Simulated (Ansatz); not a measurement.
**CH3AlOS: basis-set convergence**

An exercise on one series of results from a longer session: the logs are not shown, and one member is left open.

Computed with Ansatz 0.2.0, Gaussian basis. Level: one geometry, several basis sets.

The runs, in order: PBE0-D4/def2-SVP; ωB97M-V/def2-SVP; PBE0-D4/def2-QZVPP; ωB97M-V/def2-QZVPP; the functionals' def2-TZVPP values are taken from earlier runs.

1 further run of the same task is left out (it didn't finish).

## Structure used throughout

An earlier PBE0-D4 in a triple-zeta def2 set relaxation fixed the geometry.

SMILES `[OH][AlH][CH]=S`, 7 atoms, charge 0, spin multiplicity 1.

Atoms are counted from 1 here; the program's logs count them from 0.

Bond lengths: O1–Al2 1.690 Å, O1–H5 0.960 Å, Al2–C3 1.975 Å, Al2–H6 1.575 Å, C3–S4 1.620 Å, C3–H7 1.094 Å. Angles: Al2–O1–H5 118.1°, O1–Al2–C3 115.8°, O1–Al2–H6 119.1°, C3–Al2–H6 125.0°, Al2–C3–S4 117.0°, Al2–C3–H7 125.9°, S4–C3–H7 117.2°.

Coordinates:

```
O    -1.7515    0.5436    0.2671
Al   -0.0851    0.8129    0.3449
C     1.0566   -0.6616   -0.3059
S     0.3033   -1.9867   -0.8539
H    -2.0574   -0.2960   -0.0829
H     0.4445    2.1825    0.9145
H     2.1507   -0.6627   -0.3293
```

The first run:

in.yaml

```yaml
crystal:
  periodic: [false, false, false]
  atoms:
    - {symbol: O, position_ang: [-1.751473, 0.543627, 0.267061]}
    - {symbol: Al, position_ang: [-0.085057, 0.812871, 0.344903]}
    - {symbol: C, position_ang: [1.056635, -0.661564, -0.305935]}
    - {symbol: S, position_ang: [0.303304, -1.986696, -0.853895]}
    - {symbol: H, position_ang: [-2.057395, -0.296032, -0.082931]}
    - {symbol: H, position_ang: [0.444486, 2.182533, 0.914542]}
    - {symbol: H, position_ang: [2.150701, -0.662739, -0.329346]}
basis:
  gaussian: {orbitals: def2-SVP}
hamiltonian: {xc: pbe0, dispersion: d4}
output: {orbitals: {seedname: orbitals}}
```

On the command line:

```console
ansatz run in.yaml --threads 2 --pin off --events-out ev --progress --plain --max-ram 4352MiB
```

Among the steps run: PBE0-D4 in def2-SVP; ωB97M-V in def2-SVP; PBE0-D4 in def2-QZVPP; ωB97M-V in def2-QZVPP.

One of the session's tables, all rows but one given; the rest of the session is left out.

It belongs to the step «Density functionals: the series». 

| functional | basis | HOMO (eV) | LUMO (eV) |
| --- | --- | --- | --- |
| PBE0-D4 | def2-SVP | -6.31 | -2.94 |
| PBE0-D4 | def2-TZVPP | -6.43 | -3.09 |
| PBE0-D4 | def2-QZVPP | -6.46 | -3.12 |
| ωB97M-V | def2-SVP | -8.43 | -0.72 |
| ωB97M-V | def2-TZVPP | ? | ? |
| ωB97M-V | def2-QZVPP | -8.62 | -1.03 |

Estimate the missing values for ωB97M-V, def2-TZVPP.

As computed: HOMO (eV): -8.58; LUMO (eV): -0.96. In the column «HOMO (eV)» it lies between ωB97M-V, def2-QZVPP (-8.62) and ωB97M-V, def2-SVP (-8.43).
